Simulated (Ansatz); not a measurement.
**CH6AlFSi: harmonic frequencies at the relaxed geometry, by script**

At which frequencies does CH6AlFSi vibrate? A script is to give harmonic frequencies at the relaxed geometry; the system is CH6AlFSi.

Computed with the Python package of Ansatz 0.2.0. Level of theory: r2SCAN/6-31G*.

## Step 1: The structure

Bond lengths: F1–Al2 1.803 Å, Al2–C3 1.978 Å, C3–Si4 1.905 Å, Al2–H5 1.601 Å, C3–H6 1.097 Å, C3–H7 1.159 Å, Si4–H8 1.493 Å, Si4–H9 1.480 Å, Si4–H10 1.397 Å. Angles (14 of 15 angles, heavy atoms first): F1–Al2–C3 119.8°, Al2–C3–Si4 111.3°, F1–Al2–H5 121.5°, C3–Al2–H5 118.7°, Al2–C3–H6 111.7°, Al2–C3–H7 109.8°, Si4–C3–H6 110.5°, Si4–C3–H7 104.6°, C3–Si4–H8 105.5°, C3–Si4–H9 108.1°, C3–Si4–H10 110.9°, H6–C3–H7 108.6°, H8–Si4–H9 109.1°, H8–Si4–H10 109.4°.

No structure file is read: the coordinates are typed or built in the script.

## Step 2: The script

freq_ch6alfsi.py reads:

```python
"""Harmonic frequencies of CH6AlFSi at its relaxed geometry."""

import ansatz
import numpy as np

BASIS = "6-31G*"
XC = "r2SCAN"

GEOMETRY = """
F    -1.33000    0.72060    2.80380
Al   -1.38180    0.27660    1.05740
C     0.10560    0.80390   -0.13550
Si    1.03360   -0.72050   -0.80240
H    -2.58030   -0.59460    0.45090
H    -0.24300    1.43440   -0.96290
H     0.90300    1.39140    0.46690
H     0.02240   -1.49340   -1.58230
H     1.47470   -1.53120    0.35420
H     2.07890   -0.33840   -1.64720
"""


def main() -> None:
    mol = ansatz.Crystal.molecule()
    for line in GEOMETRY.strip().splitlines():
        symbol, *xyz = line.split()
        mol = mol.atom(symbol, [float(v) for v in xyz])

    job = mol.calculation().basis(gaussian=BASIS).functional(XC).scf(lower_state_search="light")
    symbols = [site.symbol for site in mol.cartesian_sites]
    start = np.array([site.position_ang for site in mol.cartesian_sites], dtype=float)
    data = job.relax(force_tolerance=0.003).run(threads=1, backend="cpu").report
    end = np.array(data["positions_ang"])

    print("final positions (A) and the move of each atom")
    for symbol, xyz, old in zip(symbols, end, start):
        print(f"{symbol:2s} {xyz[0]:10.5f} {xyz[1]:10.5f} {xyz[2]:10.5f}   {np.linalg.norm(xyz - old):7.4f}")

    # same settings at the minimum
    minimum = ansatz.Crystal.molecule()
    for symbol, xyz in zip(symbols, end):
        minimum = minimum.atom(symbol, xyz.tolist())
    vibrating = minimum.calculation()
    vibrating = vibrating.basis(gaussian=BASIS)
    vibrating = vibrating.functional(XC)
    vibrating = vibrating.scf(lower_state_search="light")
    vibrating = vibrating.phonons(temperatures=(298.15, 498.15, 100))
    vib = vibrating.run(threads=1, backend="cpu").report["vibrations"]
    sums = vib["harmonic_sums"]
    modes = [m["omega_inv_cm"] for m in sums["modes_at_gamma"] if m["rigid_motion"] == "no"]
    for number, w in enumerate(modes, start=1):
        print(f"mode {number:2d} {w:9.1f} 1/cm {w / 8065.544 * 1000:8.2f} meV")
    print("imaginary modes:", sum(w < 0 for w in modes), " zero-point energy:", round(sums["zero_point_energy_ev"], 4), "eV")
    print("T (K)   F_vib (eV)   S_vib (meV/K)   C_vib (meV/K)")
    for row in zip(sums["temperatures_k"], sums["vibrational_free_energy_ev"], vib["entropy_ev_per_k"], vib["heat_capacity_ev_per_k"]):
        print(f"{row[0]:6.1f} {row[1]:11.4f} {1000 * row[2]:13.4f} {1000 * row[3]:15.4f}")


if __name__ == "__main__":
    main()
```

## Step 3: What the engine is handed

The engine receives this input (first run):

```yaml
crystal:
  periodic: [false, false, false]
  atoms:
    - { symbol: F, position_ang: [-1.33, 0.7206, 2.8038] }
    - { symbol: Al, position_ang: [-1.3818, 0.2766, 1.0574] }
    - { symbol: C, position_ang: [0.1056, 0.8039, -0.1355] }
    - { symbol: Si, position_ang: [1.0336, -0.7205, -0.8024] }
    - { symbol: H, position_ang: [-2.5803, -0.5946, 0.4509] }
    - { symbol: H, position_ang: [-0.243, 1.4344, -0.9629] }
    - { symbol: H, position_ang: [0.903, 1.3914, 0.4669] }
    - { symbol: H, position_ang: [0.0224, -1.4934, -1.5823] }
    - { symbol: H, position_ang: [1.4747, -1.5312, 0.3542] }
    - { symbol: H, position_ang: [2.0789, -0.3384, -1.6472] }
basis:
  gaussian:
    orbitals: "6-31G*"
hamiltonian:
  xc: r2scan
scf:
  lower_state_search: light
relax:
  f_tol: 0.003
```

## Step 4: The run

Started as:

```sh
> python freq_ch6alfsi.py
```

Q: Predict the main results. Wanted: moves of the relaxation of run 1; energy gained in run 1; last largest force component of run 1; highest frequency; imaginary modes; zero-point energy.

**Answer**, as computed:

| quantity | value |
| --- | --- |
| runs compared | 2 |
| moves of the relaxation of run 1 | 17 |
| energy gained in run 1 | 0.481 eV |
| last largest force component of run 1 | 0.0009 eV/Å |
| highest frequency | 3106 cm⁻¹ |
| imaginary modes | 0 |
| zero-point energy | 1.659 eV |

What this shows: Run 1: After 17 moves the largest shift is 0.418 Å, of atom 5 (H). All frequencies are real, so the geometry is a minimum. The values are harmonic; measured fundamentals also hold anharmonic shifts, mostly downward for stretches. The frequencies are harmonic and unscaled, in a modest basis. The result belongs to the one conformer reached from this start, and soft torsions count as harmonic oscillators.
